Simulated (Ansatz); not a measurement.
**AsH3MgO (SMILES O[AsH][MgH]): one structure at several levels**

The atoms stand at a structure displaced at random from a GFN2-xTB minimum. How far do the functionals agree with CCSD(T) there?

Computed with Ansatz 0.2.0, Gaussian basis. Level: single points in def2-TZVPP.

Cores are frozen in the correlated methods. Filled d shells of the heavier atoms are correlated. The outer core shell of Li, Na, Mg and K is correlated.

## Step 1: Starting geometry

SMILES `O[AsH][MgH]`, 6 atoms, charge 0, spin multiplicity 1.

Atoms are counted from 1 here; the program's logs count them from 0.

Bond lengths: O1–As2 1.959 Å, O1–H4 1.026 Å, As2–Mg3 2.604 Å, As2–H5 1.662 Å, Mg3–H6 1.801 Å. Angles: As2–O1–H4 120.8°, O1–As2–Mg3 78.1°, O1–As2–H5 85.8°, Mg3–As2–H5 80.7°, As2–Mg3–H6 110.0°.

As a file:

```xyz
6
AsH3MgO
O    -1.1165   -0.6522   -0.4605
As    0.4793   -0.2919   -1.5390
Mg    1.3080    0.2894    0.8605
H    -1.1217   -0.4648    0.5482
H     0.0149    1.3022   -1.4733
H    -0.0260    0.0567    2.0476
```

## Step 2: CCSD(T)/def2-TZVPP

run/in.yaml reads:

```yaml
crystal:
  periodic: [false, false, false]
  atoms:
    - {symbol: O, position_ang: [-1.116500, -0.652200, -0.460500]}
    - {symbol: As, position_ang: [0.479300, -0.291900, -1.539000]}
    - {symbol: Mg, position_ang: [1.308000, 0.289400, 0.860500]}
    - {symbol: H, position_ang: [-1.121700, -0.464800, 0.548200]}
    - {symbol: H, position_ang: [0.014900, 1.302200, -1.473300]}
    - {symbol: H, position_ang: [-0.026000, 0.056700, 2.047600]}
basis:
  gaussian: {orbitals: def2-TZVPP}
correlation: {method: ccsd_t}
output: {forces: true}
```

The command line of these runs was not kept.

## Step 3: PBE0-D4/def2-TZVPP

Edit run/in.yaml of step 2 so:

```diff
@@ -11,3 +11,3 @@
   gaussian: {orbitals: def2-TZVPP}
-correlation: {method: ccsd_t}
-output: {forces: true}
+hamiltonian: {xc: pbe0, dispersion: d4}
+output: {forces: true, orbitals: {seedname: orbitals}}
```

## Step 4: wB97M-V/def2-TZVPP

Edit run/in.yaml of step 3 so:

```diff
@@ -11,3 +11,3 @@
   gaussian: {orbitals: def2-TZVPP}
-hamiltonian: {xc: pbe0, dispersion: d4}
-output: {forces: true, orbitals: {seedname: orbitals}}
+hamiltonian: {xc: {name: wB97M-V}}
+output: {forces: true}
```

## Step 5: r2SCAN-D4/def2-TZVPP

Edit run/in.yaml of step 4 so:

```diff
@@ -11,3 +11,3 @@
   gaussian: {orbitals: def2-TZVPP}
-hamiltonian: {xc: {name: wB97M-V}}
+hamiltonian: {xc: r2scan, dispersion: d4}
 output: {forces: true}
```

## Step 6: PBE-D4/def2-TZVPP

Edit run/in.yaml of step 5 so:

```diff
@@ -11,3 +11,3 @@
   gaussian: {orbitals: def2-TZVPP}
-hamiltonian: {xc: r2scan, dispersion: d4}
+hamiltonian: {xc: pbe, dispersion: d4}
 output: {forces: true}
```

## Step 7: r2SCAN0-D4/def2-TZVPP

Edit run/in.yaml of step 6 so:

```diff
@@ -11,3 +11,3 @@
   gaussian: {orbitals: def2-TZVPP}
-hamiltonian: {xc: pbe, dispersion: d4}
+hamiltonian: {xc: {name: r2SCAN0}, dispersion: d4}
 output: {forces: true}
```

## Step 8: BHLYP-D4/def2-TZVPP

Edit run/in.yaml of step 7 so:

```diff
@@ -11,3 +11,3 @@
   gaussian: {orbitals: def2-TZVPP}
-hamiltonian: {xc: {name: r2SCAN0}, dispersion: d4}
+hamiltonian: {xc: {name: BHLYP}, dispersion: d4}
 output: {forces: true}
```

(Steps that only read results are left out.)

Before running it: what results should come out? Wanted: energy less free atoms, CCSD(T)/def2-TZVPP; RMS force component; RMS force error; HOMO and LUMO, PBE0-D4; T1 diagnostic.

**Answer**, as computed:

```
                                  quantity                                                                                               value
energy less free atoms, CCSD(T)/def2-TZVPP                                                                                     -300.9 kcal/mol
                       RMS force component                                                                0.857 to 1.302 eV/Å over the methods
                           RMS force error  PBE0-D4 0.070, wB97M-V 0.089, r2SCAN-D4 0.082, PBE-D4 0.263, r2SCAN0-D4 0.147, BHLYP-D4 0.247 eV/Å
                    HOMO and LUMO, PBE0-D4                                                                                  -6.38 and -2.47 eV
                             T1 diagnostic                                                                                               0.015
```

In words: Against CCSD(T) the functionals' energies less atoms differ by -26.9 to +5.3 kcal/mol, PBE-D4 by -26.9 kcal/mol. CCSD(T) in triple zeta still lacks some correlation energy of the bonds, so part of these gaps is its own basis error and they don't rank the functionals. The forces of PBE0-D4 come nearest to CCSD(T), those of PBE-D4 are farthest. Frozen-core CCSD(T) forces in triple zeta carry basis errors of their own, and this is one geometry, so small gaps rank nothing.
